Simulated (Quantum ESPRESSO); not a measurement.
Write an ASE script for Quantum ESPRESSO 7.5 that does the following.

```
Task                : single point
Functional          : PBEsol
Potentials or basis : GBRV 1.5 PBEsol
Cutoff              : 612 eV
Density cutoff      : 4898 eV
k mesh              : 11 × 11 × 4
Occupations         : fermi-dirac, width 0.05 eV
Spin                : collinear spin, ferromagnetic start
Starting moments    : [0.0, 0.0, 4.0] μB
Mixing beta         : 0.3
Most SCF iterations : 120
SCF threshold       : 6e-10 Ry
```

The system is MnPt2.

```
Pt Mn
1.0
     2.85840    0.00000    0.00000
    -1.42920    2.47545    0.00000
     0.00000    0.00000    6.53250
Pt Mn
2 1
Direct
  0.66667 0.33333 0.31621
  0.33333 0.66667 0.68379
  0.00000 0.00000 0.00000
```

The cell comes from a database or a generator and needn't be the stable form of this composition.

These files were run (other wordings do the same):

run.py

```python
import numpy as np
from ase.calculators.espresso import Espresso, EspressoProfile
from ase import Atoms

atoms = Atoms(['Pt', 'Pt', 'Mn'],
              cell=[[2.8584044518, 0.0, 0.0], [-1.4292022259, 2.4754508696, 0.0], [0.0, 0.0, 6.532504]],
              scaled_positions=[[0.6666666667, 0.3333333333, 0.316206], [0.3333333333, 0.6666666667, 0.683794], [0.0, 0.0, 0.0]],
              pbc=True)
atoms.set_initial_magnetic_moments([0.0, 0.0, 4.0])

input_data = {
    'control': {'calculation': 'scf', 'prefix': 'pwscf', 'outdir': './tmp', 'tprnfor': True, 'tstress': True, 'disk_io': 'nowf'},
    'system': {'ecutwfc': 45.0, 'ecutrho': 360.0, 'nbnd': 36, 'occupations': 'smearing', 'smearing': 'fd', 'degauss': 0.00367493, 'nspin': 2},
    'electrons': {'conv_thr': 6e-10, 'electron_maxstep': 120, 'mixing_beta': 0.3},
}
pseudopotentials = {'Mn': 'mn_pbesol_v1.5.uspp.F.UPF', 'Pt': 'pt_pbesol_v1.4.uspp.F.UPF'}
profile = EspressoProfile(command='mpirun -n 2 pw.x -nk 2', pseudo_dir='pseudo')
dft = Espresso(profile=profile, input_data=input_data, pseudopotentials=pseudopotentials, kpts=(11, 11, 4), koffset=(0, 0, 0))
atoms.calc = dft

print(f'energy {atoms.get_potential_energy():.8f} eV')
print('forces (eV/A)')
print(np.round(atoms.get_forces(), 6))
print('stress (eV/A^3, Voigt)')
print(np.round(atoms.get_stress(), 8))
print(f'Fermi level {dft.get_fermi_level():.4f} eV')
```

Potentials or basis: GBRV 1.5 PBEsol.

The run is started by

```console
$ OMP_NUM_THREADS=1 python run.py
```

Results of the run:

| Item | Value |
| --- | --- |
| Pressure | -9.7 GPa |
| Largest force | 0.042 eV/Å |
| Band gap on the k mesh | none (metal or under the smearing width) |
| Net moment | 4.55 μB per cell |
| Absolute moment | 4.65 μB per cell |
| Site moments | Pt +0.31; Mn +3.74 μB |
| Valence electrons inside the program's atomic spheres | Pt 13.59; Mn 13.49 |

Run time: 94 s on 2 MPI ranks on Arm Neoverse V1, with other jobs on the host, peak memory 0.34 GiB a rank.
